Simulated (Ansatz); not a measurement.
# Cs on Au (Gold) (111)

An exercise on one series of results from a longer session: the logs are not shown, and one member is left open.

The COD entry's cell or inner coordinates are ideal or old and differ from later refinements, so a difference from it is no clean test against experiment.

Computed with Ansatz 0.2.0 (DFT PBE, scalar-relativistic, plane waves, PAW, unless a step's input says otherwise).

2 further runs of the same task are left out: 2 set aside as unsound or not needed.

### The system as given

It takes space group Fm-3m (No. 225, cubic). Conventional cell: a = 4.158 Å, b = 4.158 Å, c = 4.158 Å, α = 90.00°, β = 90.00°, γ = 90.00°. Around Au (site symmetry m-3m) lie 12 Au at 2.94 Å.

Structure file:

```xyz
1
Lattice="0.0000 2.0791 2.0791 2.0791 0.0000 2.0791 2.0791 2.0791 0.0000" Properties=species:S:1:pos:R:3 pbc="T T T"
Au    0.0000    0.0000    0.0000
```

This cell was relaxed beforehand with the same method: volume 17.97 Å³/atom, gap on the mesh none (metal).

A (111) slab, 7.2 Å thick as cut, with 17 Å of vacuum, in a 2×2 surface cell; its outer planes are Au (top) and Au (bottom).

The slab as cut. Its planes from the bottom up:

| plane | atoms per cell | height over the lowest (Å) |
| --- | --- | --- |
| 1 | Au4 | 0.00 |
| 2 | Au4 | 2.40 |
| 3 | Au4 | 4.80 |
| 4 | Au4 | 7.20 |

Set-up of the first run:

Miller indices refer to the conventional cell of the relaxed bulk, Fm-3m (No. 225): a = 4.158 Å, b = 4.158 Å, c = 4.158 Å, α = 90.00°, β = 90.00°, γ = 90.00°.

input.yaml reads:

```yaml
crystal:
  lattice:
    - [5.880460187, 0.0, 0.0]
    - [-2.9402300935, 5.0926279079, 0.0]
    - [0.0, 0.0, 24.2020634554]
  atoms:
    - { symbol: Au, position: [0.3333333333, 0.1666666667, 0.3512097229] }
    - { symbol: Au, position: [0.3333333333, 0.6666666667, 0.3512097229] }
    - { symbol: Au, position: [0.8333333333, 0.1666666667, 0.3512097229] }
    - { symbol: Au, position: [0.8333333333, 0.6666666667, 0.3512097229] }
    - { symbol: Au, position: [0.6666666667, 0.3333333333, 0.450403241] }
    - { symbol: Au, position: [0.6666666667, 0.8333333333, 0.450403241] }
    - { symbol: Au, position: [0.1666666667, 0.3333333333, 0.450403241] }
    - { symbol: Au, position: [0.1666666667, 0.8333333333, 0.450403241] }
    - { symbol: Au, position: [0.0, 0.5, 0.549596759] }
    - { symbol: Au, position: [0.0, 0.0, 0.549596759] }
    - { symbol: Au, position: [0.5, 0.5, 0.549596759] }
    - { symbol: Au, position: [0.5, 0.0, 0.549596759] }
    - { symbol: Au, position: [0.3333333333, 0.6666666667, 0.6487902771] }
    - { symbol: Au, position: [0.3333333333, 0.1666666667, 0.6487902771] }
    - { symbol: Au, position: [0.8333333333, 0.6666666667, 0.6487902771] }
    - { symbol: Au, position: [0.8333333333, 0.1666666667, 0.6487902771] }
basis:
  ecutwfc: 420
kpoints:
  mp_grid: { grid: [6, 6, 1] }
hamiltonian:
  xc: pbe
scf:
  occupations: { method: gaussian, width: 0.1 }
output:
  forces: true
  eigenvalues: true
  write_density: true
  write_potential: true
  elf: true
  volumetric_format: npy
relax:
  adjacent_minimum: "off"
  f_tol: 0.03
  max_steps: 70
  constraints: [{ sites: [0, 1, 2, 3, 4, 5, 6, 7] }]
efield:
  axis: 3
  dipole_correction: true
```

Run with:

```sh
> ansatz run input.yaml --threads 4 --pin off --max-ram 10240MiB --backend cpu --events-out ev --progress --plain --runs-dir out
```

Steps of the session up to this table: The clean surface, relaxed; Cs put at a top (Au) site; Cs at the hollow (nearest Au) site; Cs put at a bridge (Au-Au) site.

One table of the session follows, with a row left open; its other results are not shown here.

It belongs to the step «Adsorption of Cs: the sites compared». 

```
                              start  height (Å)  Δφ, top (eV)  Δ dipole (e·Å)
           top (Au) at (0.33, 0.67)           ?             ?               ?
hollow (nearest Au) at (0.00, 0.00)        2.88         -3.58          +0.587
     bridge (Au-Au) at (0.08, 0.17)        2.87         -3.60          +0.591
hollow (nearest Au) at (0.17, 0.33)        2.86         -3.58          +0.588
```

**Question.** Estimate the row for top (Au) at (0.33, 0.67).

**Answer.** height (Å): 2.90; Δφ, top (eV): -3.59; Δ dipole (e·Å): +0.589. In the column «height (Å)» it is the highest.

Limits of these values: A start on a symmetric site keeps its symmetry, so an end may be a saddle point and not a minimum. In some runs the vacuum holds more charge than the dipole correction wants, so vacuum levels can be off. Warnings in the runs' records: vacuum density over bound, xc potential rough in thin density.
